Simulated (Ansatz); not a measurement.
**EuI3 (BiF3 type): how the settings move a single-point run**

Question: which choices in the input matter for EuI3 (BiF3 type)?

Method: reference: DFT PBE, scalar-relativistic, plane waves, PAW, in Ansatz 0.2.0.

2 further runs of the same task are left out: 1 that didn't finish, 1 set aside as unsound or not needed. Runs told in other sessions of the task aren't counted.

### 1 The structure to begin with

Symmetry: Fm-3m, No. 225, cubic system. The conventional cell has a = 8.336 Å, b = 8.336 Å, c = 8.336 Å, α = 90.00°, β = 90.00°, γ = 90.00°. Eu (site symmetry m-3m) is surrounded by 8 I at 3.61 Å. Around I (site symmetry m-3m) lie 8 I at 3.61 Å. I (site symmetry -43m) has 4 Eu at 3.61 Å and 4 I at 3.61 Å in its first shell of neighbours.

As a file:

```
CELL_PARAMETERS angstrom
0.00000 4.16780 4.16780
4.16780 0.00000 4.16780
4.16780 4.16780 0.00000
ATOMIC_POSITIONS crystal
Eu 0.00000 0.00000 0.00000
I 0.50000 0.50000 0.50000
I 0.25000 0.25000 0.25000
I 0.75000 0.75000 0.75000
```

### 2 Baseline

The input, input.yaml:

```yaml
crystal:
  lattice:
    - [0.0, 4.1678018751, 4.1678018751]
    - [4.1678018751, 0.0, 4.1678018751]
    - [4.1678018751, 4.1678018751, 0.0]
  atoms:
    - { symbol: Eu, position: [0.0, 0.0, 0.0], spin: 7.44 }
    - { symbol: I, position: [0.5, 0.5, 0.5] }
    - { symbol: I, position: [0.25, 0.25, 0.25] }
    - { symbol: I, position: [0.75, 0.75, 0.75] }
basis:
  ecutwfc: 420
  ecutrho_ratio: 4
kpoints:
  mp_grid: { grid: [8, 8, 8] }
hamiltonian:
  xc: pbe
scf:
  occupations: { method: gaussian, width: 0.05 }
output:
  forces: true
  stress: true
  eigenvalues: true
  populations: true
magnetization:
  spin_polarized: true
```

The run is started by

```sh
$ ansatz run input.yaml --threads 2 --pin off --max-ram 2662MiB --backend cpu --events-out ev --progress --plain --runs-dir out
```

### 3 Changing settings: mp_grid.grid [3, 3, 3], occupations.method methfessel_paxton, occupations.width 0.001

The input, input.yaml:

```yaml
crystal:
  lattice:
    - [0.0, 4.1678018751, 4.1678018751]
    - [4.1678018751, 0.0, 4.1678018751]
    - [4.1678018751, 4.1678018751, 0.0]
  atoms:
    - { symbol: Eu, position: [0.0, 0.0, 0.0], spin: 6.0 }
    - { symbol: I, position: [0.5, 0.5, 0.5] }
    - { symbol: I, position: [0.25, 0.25, 0.25] }
    - { symbol: I, position: [0.75, 0.75, 0.75] }
basis:
  ecutwfc: 420
  ecutrho_ratio: 4
kpoints:
  mp_grid: { grid: [3, 3, 3] }
hamiltonian:
  xc: pbe
scf:
  occupations: { method: methfessel_paxton, width: 0.001 }
output:
  forces: true
  stress: true
  write_density: true
  write_potential: true
  elf: true
  volumetric_format: npy
magnetization:
  spin_polarized: true
```

### 4 Variant: dr2_threshold 1.0e-06

Edit input.yaml of step 2 so:

```diff
@@ -6,3 +6,3 @@
   atoms:
-    - { symbol: Eu, position: [0.0, 0.0, 0.0], spin: 7.44 }
+    - { symbol: Eu, position: [0.0, 0.0, 0.0], spin: 6.0 }
     - { symbol: I, position: [0.5, 0.5, 0.5] }
@@ -19,2 +19,3 @@
   occupations: { method: gaussian, width: 0.05 }
+  convergence: { dr2_threshold: 1.0e-06 }
 output:
@@ -22,4 +23,2 @@
   stress: true
-  eigenvalues: true
-  populations: true
 magnetization:
```

### 5 The same system, input altered

Edit input.yaml of step 2 so:

```diff
@@ -6,3 +6,3 @@
   atoms:
-    - { symbol: Eu, position: [0.0, 0.0, 0.0], spin: 7.44 }
+    - { symbol: Eu, position: [0.0, 0.0, 0.0], spin: 6.0 }
     - { symbol: I, position: [0.5, 0.5, 0.5] }
@@ -17,4 +17,6 @@
   xc: pbe
+  hubbard: { sites: [{ species: Eu, l: f, u_eff: 1.0 }], double_counting: fll }
 scf:
   occupations: { method: gaussian, width: 0.05 }
+  convergence: { dr2_threshold: 0.0001 }
 output:
@@ -22,4 +24,6 @@
   stress: true
-  eigenvalues: true
-  populations: true
+  write_density: true
+  write_potential: true
+  elf: true
+  volumetric_format: npy
 magnetization:
```

### 7 Changed: mp_grid.grid [3, 3, 3]

Edit input.yaml of step 2 so:

```diff
@@ -6,3 +6,3 @@
   atoms:
-    - { symbol: Eu, position: [0.0, 0.0, 0.0], spin: 7.44 }
+    - { symbol: Eu, position: [0.0, 0.0, 0.0], spin: 6.0 }
     - { symbol: I, position: [0.5, 0.5, 0.5] }
@@ -14,3 +14,3 @@
 kpoints:
-  mp_grid: { grid: [8, 8, 8] }
+  mp_grid: { grid: [3, 3, 3] }
 hamiltonian:
@@ -22,4 +22,6 @@
   stress: true
-  eigenvalues: true
-  populations: true
+  write_density: true
+  write_potential: true
+  elf: true
+  volumetric_format: npy
 magnetization:
```

### 8 Variant: ecutrho_ratio 12

Edit input.yaml of step 2 so:

```diff
@@ -6,3 +6,3 @@
   atoms:
-    - { symbol: Eu, position: [0.0, 0.0, 0.0], spin: 7.44 }
+    - { symbol: Eu, position: [0.0, 0.0, 0.0], spin: 6.0 }
     - { symbol: I, position: [0.5, 0.5, 0.5] }
@@ -12,3 +12,3 @@
   ecutwfc: 420
-  ecutrho_ratio: 4
+  ecutrho_ratio: 12
 kpoints:
@@ -22,4 +22,2 @@
   stress: true
-  eigenvalues: true
-  populations: true
 magnetization:
```

(Steps that only read results are left out.)

**Question.** What will these runs give? Wanted: for each run, ending; energy change; pressure; gap; abs. moment; force.

As calculated:

```csv
run,ending,energy change,pressure (GPa),gap (eV),abs. moment (μB),force (eV/Å),cycles,time
reference,converged,0,0.0,0.00,7.66,0.00,14,17 s
"1: mp_grid.grid [3, 3, 3], occupations.method methfessel_paxton, occupations.width 0.001",converged,+2.6 meV/atom (σ→0),0.0,0.00,7.69,0.00,14,3.4 s
2: dr2_threshold 1.0e-06,converged,0.0 meV/atom,0.0,0.00,7.66,0.00,14,15 s
"3: hubbard.sites [{species: Eu, l: f, u_eff: 1.0}], hubbard.double_counting fll, dr2_threshold 0.0001",converged,+23.9 meV/atom (Hubbard term changed: no physical gain or loss),0.2,0.00,7.75,0.00,21,26 s
"4: mp_grid.grid [3, 3, 3]",converged,+1.7 meV/atom,0.0,0.00,7.68,0.00,13,3.4 s
5: ecutrho_ratio 12,converged,0.0 meV/atom,0.0,0.00,7.66,0.00,14,16 s
```

Times don't compare one to one where runs were asked for different outputs or read a saved state (see the inputs); cycles may leave out searches for a lower state.

Residual by cycle in the longest SCF loop of each run; runs are numbered as in the table. The quantity is the density residual dr2, in eV.

```csv
cycle,reference,run 1,run 2,run 3,run 4,run 5
1,0.887,0.925,0.907,2.83,0.921,0.902
3,0.113,0.124,0.111,0.451,0.113,0.111
5,0.041,0.0331,0.0427,6.89,0.0448,0.0427
6,0.0238,0.00696,0.0239,5.89,0.0246,0.0236
8,7.1e-4,1.6e-4,6.6e-5,0.0495,4.0e-4,3.1e-4
10,1.3e-5,8.5e-7,8.6e-6,0.0206,3.6e-6,4.7e-6
12,1.3e-7,1.5e-6,1.5e-7,0.0554,2.3e-8,1.2e-7
14,1.0e-8,2.0e-9,5.3e-8,0.244,-,1.6e-8
16,-,-,-,0.0805,-,-
17,-,-,-,0.017,-,-
19,-,-,-,0.00995,-,-
21,-,-,-,9.1e-5,-,-
```

**Reading.** A changed U is a change of model: its shifts are not errors of convergence.
